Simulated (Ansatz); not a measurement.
**Bi4IBr3O4: gaps at several levels of theory**

The task here is to estimate one member of a computed series from the others.

Computed with Ansatz 0.2.0 (DFT PBEsol, scalar-relativistic, plane waves, PAW, unless a step's input says otherwise).

That is the level of the relaxation; later steps name their own.

**Starting point**

It takes space group P4mm (No. 99, tetragonal). The conventional cell has a = 5.589 Å, b = 5.589 Å, c = 8.152 Å, α = 90.00°, β = 90.00°, γ = 90.00°. Bi (site symmetry 4mm) is surrounded by 4 O at 2.34 Å and 4 Br at 3.21 Å. Around Bi (site symmetry 2mm) lie 4 O at 2.34 Å and 2 I at 3.21 Å and 2 Br at 3.21 Å. Around I (site symmetry 4mm) lie 4 Bi at 3.21 Å. Around Br (site symmetry 4mm) lie 4 Bi at 3.21 Å. Br (site symmetry 2mm) has 4 Bi at 3.21 Å as nearest neighbours. O (site symmetry m) is surrounded by 4 Bi at 2.34 Å.

As a file:

```xyz
12
Lattice="3.9522 -3.9522 0.0000 3.9522 3.9522 0.0000 0.0000 0.0000 8.1517" Properties=species:S:1:pos:R:3 pbc="T T T"
Bi    3.9522   -1.9761    1.2554
Bi    3.9522    1.9761    1.2554
Bi    1.9761    0.0000    6.8963
Bi    5.9283    0.0000    6.8963
I     3.9522   -1.9761    5.3231
Br    3.9522    1.9761    5.3231
Br    1.9761    0.0000    2.8286
Br    5.9283    0.0000    2.8286
O     0.0000    0.0000    0.0000
O     3.9522    0.0000    0.0000
O     1.9761    1.9761    0.0000
O     1.9761   -1.9761    0.0000
```

The first run:

(A quick probe on a coarse mesh, which set the mesh and smearing, is not shown.)

input.yaml

```yaml
crystal:
  lattice:
    - [3.95221742, -3.95221742, 0.0]
    - [3.95221742, 3.95221742, 0.0]
    - [0.0, 0.0, 8.15170074]
  atoms:
    - { symbol: Bi, position: [0.75, 0.25, 0.154] }
    - { symbol: Bi, position: [0.25, 0.75, 0.154] }
    - { symbol: Bi, position: [0.25, 0.25, 0.846] }
    - { symbol: Bi, position: [0.75, 0.75, 0.846] }
    - { symbol: I, position: [0.75, 0.25, 0.653] }
    - { symbol: Br, position: [0.25, 0.75, 0.653] }
    - { symbol: Br, position: [0.25, 0.25, 0.347] }
    - { symbol: Br, position: [0.75, 0.75, 0.347] }
    - { symbol: O, position: [0.0, 0.0, 0.0] }
    - { symbol: O, position: [0.5, 0.5, 0.0] }
    - { symbol: O, position: [0.0, 0.5, 0.0] }
    - { symbol: O, position: [0.5, 0.0, 0.0] }
basis:
  ecutwfc: 420
kpoints:
  mp_grid: { grid: [4, 4, 4] }
hamiltonian:
  xc: pbesol
scf:
  occupations: { method: gaussian, width: 0.1 }
output:
  forces: true
  stress: true
  eigenvalues: true
relax:
  adjacent_minimum: "off"
  f_tol: 0.05
  max_steps: 80
  cell: { stress_tol: 0.5 }
```

Command:

```
ansatz run input.yaml --threads 4 --pin off --max-ram 10240MiB --backend cpu --events-out ev --progress --plain --runs-dir out
```

Steps of the session up to this table: Coarse relaxation; The relaxation; Band edges over the whole zone; Levels with PBEsol; The run at PBEsol on the hybrid's mesh; Levels with HSE06; The run at PBEsol, spin-orbit coupling; The run at r2SCAN.

One table of the session follows, with a row left open; its other results are not shown here.

| level | gap (eV) | least direct gap (eV) |
| --- | --- | --- |
| PBEsol | 1.97 | 2.23 |
| PBEsol on the hybrid's mesh | 1.97 | 2.23 |
| HSE06 | ? | ? |
| PBEsol, spin-orbit coupling | 1.48 | 1.78 |
| r2SCAN | 2.43 | 2.71 |

**Question.** Estimate the row for HSE06.

**Answer.** gap (eV): 2.89; least direct gap (eV): 3.19. In the column «gap (eV)» it is the highest.

Gaps are by band count over the mesh and the named points; a gap of 0 means that the bands overlap or touch.

Caveats from the session: One edge grew alone, across layers that this level holds without a dispersion term.
